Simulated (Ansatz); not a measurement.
# Cu18N: the cost of one run

All numbers below are computed with Ansatz 0.2.0 (DFT PBE+D3(BJ), plane waves, PAW, scalar-relativistic, no spin polarisation).

### 1 The starting structure

The cell holds 19 atoms (Cu18N): a = 10.830 Å, b = 5.105 Å, c = 15.553 Å, α = 90.00°, β = 90.00°, γ = 90.00°.

Its coordinates follow in the input file.

### 2 Relaxing the start

input.yaml

```yaml
crystal:
  lattice:
    - [10.83, 0.0, 0.0]
    - [0.0, 5.105311, 0.0]
    - [0.0, 0.0, 15.552655]
  atoms:
    - { symbol: Cu, position: [0.0, 0.0, 0.0642977] }
    - { symbol: Cu, position: [0.3333333, 0.0, 0.0642977] }
    - { symbol: Cu, position: [0.6666667, 0.0, 0.0642977] }
    - { symbol: Cu, position: [0.0, 0.5, 0.0642977] }
    - { symbol: Cu, position: [0.3333333, 0.5, 0.0642977] }
    - { symbol: Cu, position: [0.6666667, 0.5, 0.0642977] }
    - { symbol: Cu, position: [0.1666667, 0.25, 0.1463626] }
    - { symbol: Cu, position: [0.5, 0.25, 0.1463626] }
    - { symbol: Cu, position: [0.8333333, 0.25, 0.1463626] }
    - { symbol: Cu, position: [0.1666667, 0.75, 0.1463626] }
    - { symbol: Cu, position: [0.5, 0.75, 0.1463626] }
    - { symbol: Cu, position: [0.8333333, 0.75, 0.1463626] }
    - { symbol: Cu, position: [0.0, 0.0, 0.2284276] }
    - { symbol: Cu, position: [0.3333333, 0.0, 0.2284276] }
    - { symbol: Cu, position: [0.6666667, 0.0, 0.2284276] }
    - { symbol: Cu, position: [0.0, 0.5, 0.2284276] }
    - { symbol: Cu, position: [0.3333333, 0.5, 0.2284276] }
    - { symbol: Cu, position: [0.6666667, 0.5, 0.2284276] }
    - { symbol: "N", position: [0.7742352, 0.4816893, 0.3396626] }
basis:
  ecutwfc: 420.0
kpoints:
  mp_grid: { grid: [2, 3, 1] }
hamiltonian:
  xc: pbe
  dispersion: d3bj
  pseudopotentials: { kind: paw, azcp: { folder: soft_1 } }
scf:
  occupations: { method: fermi_dirac, width: 0.05 }
  lower_state_search: "off"
relax:
  f_tol: 0.08
  max_steps: 25
  adjacent_minimum: "off"
  constraints: [{ sites: [0, 1, 2, 3, 4, 5] }]
```

Run with:

```console
$ ansatz run input.yaml --threads 4 --pin off --max-ram 10240MiB --backend cpu --events-out ev --progress --plain --runs-dir out
```

What time and memory should one allow on 4 threads of Arm Neoverse V1, shared host?

About 5.4 min, with a peak of 2.6 GiB.
